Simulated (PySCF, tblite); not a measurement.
**C3H5B2F2O radical: geometry, infrared bands and EPR parameters**

Aim: predict the infrared bands and EPR parameters of C3H5B2F2O radical (`BOB(F)[C@H]1C[C]1F`).

Programs: tblite 0.8.0 and PySCF 2.14.0, with density-fitted response routines of our own. Each step states its level of theory. These are calculated values for one molecule in the gas phase, unless marked as measured. Atoms count from 0, in the outputs and in this text.

### 1 The molecule as given

13 atoms, charge 0, multiplicity 2; geometry from: force field or distance geometry start.

Bonds of the start (Å): B0–O1 1.48, O1–B2 1.44, B2–F3 1.46, B2–C4 1.58, C4–C5 1.52, C5–C6 1.51, C6–F7 1.38, C6–C4 1.50, B0–H8 1.18, B0–H9 1.18, C4–H10 1.11, C5–H11 1.11, C5–H12 1.12.

### 2 Optimising the geometry with GFN2-xTB

What the job is given:

```
{"job": {"kind": "relax", "xc": "GFN2-xTB", "basis": "xTB"}, "charge": 0, "multiplicity": 2}
B      2.666300     0.070600    -0.076100
O      1.269000    -0.170100     0.348000
B      0.392600    -0.300400    -0.785100
F      1.026000    -0.384900    -2.095600
C     -1.182000    -0.270500    -0.705300
C     -1.805200    -0.227100     0.677500
C     -1.919100     0.956500    -0.248300
F     -1.204100     2.112100     0.004600
H      2.853400     1.099600    -0.621000
H      3.313200    -0.897400    -0.282100
H     -1.699400    -0.898200    -1.456400
H     -2.700100    -0.847400     0.883800
H     -1.015100    -0.242400     1.477000
```

On the command line:

```bash
OMP_NUM_THREADS=1 python probes_run.py task.json out
```

This one command runs all jobs of the session in turn.

**Question.** This job is followed by: GFN2-xTB harmonic vibrations, gas phase; UKS B3LYP, pcH-1 on B C F H O, non-relativistic, mean-field spin-orbit, GIAO. What will the session give for the following? strongest single infrared mode (GFN2-xTB); zero-point energy (GFN2-xTB); g(iso) (B3LYP); ⟨S²⟩; largest a(iso) (averaged by class); potential on the surface of density 0.002 e/bohr³, 1st and 99th percentile.

**Answer**, as computed:

```
                                                                  quantity                  value
                                 strongest single infrared mode (GFN2-xTB)  1590 cm⁻¹, 502 km/mol
                                              zero-point energy (GFN2-xTB)          51.2 kcal/mol
                                                            g(iso) (B3LYP)                2.00384
                                                                      ⟨S²⟩     0.752 (exact 0.75)
                                        largest a(iso) (averaged by class)   13C on C6, 497.0 MHz
potential on the surface of density 0.002 e/bohr³, 1st and 99th percentile     -0.81 V and 1.48 V
```

In words: Over 112 steps the energy fell by 1.592 eV; of the close pairs, B0–O1 changed most, 1.480 to 1.304 Å. All 33 modes are real, so the xTB geometry is a minimum. The strongest single mode, at 1590 cm⁻¹, moves mainly O1. GFN2-xTB is a fitted tight-binding method: band positions and strengths are rough. Its intensities can rank the bands wrongly. C6 carries the largest spin population, 0.83 e. The isotropic g lies 1.5 ppt above the free-electron value. These values are for one conformer; the search (at its own cheap level) found 2 more, at 0.00, 1.95 kcal/mol (those within 0.05 may be mirror or relabelled copies), and measured spectra average over such forms.
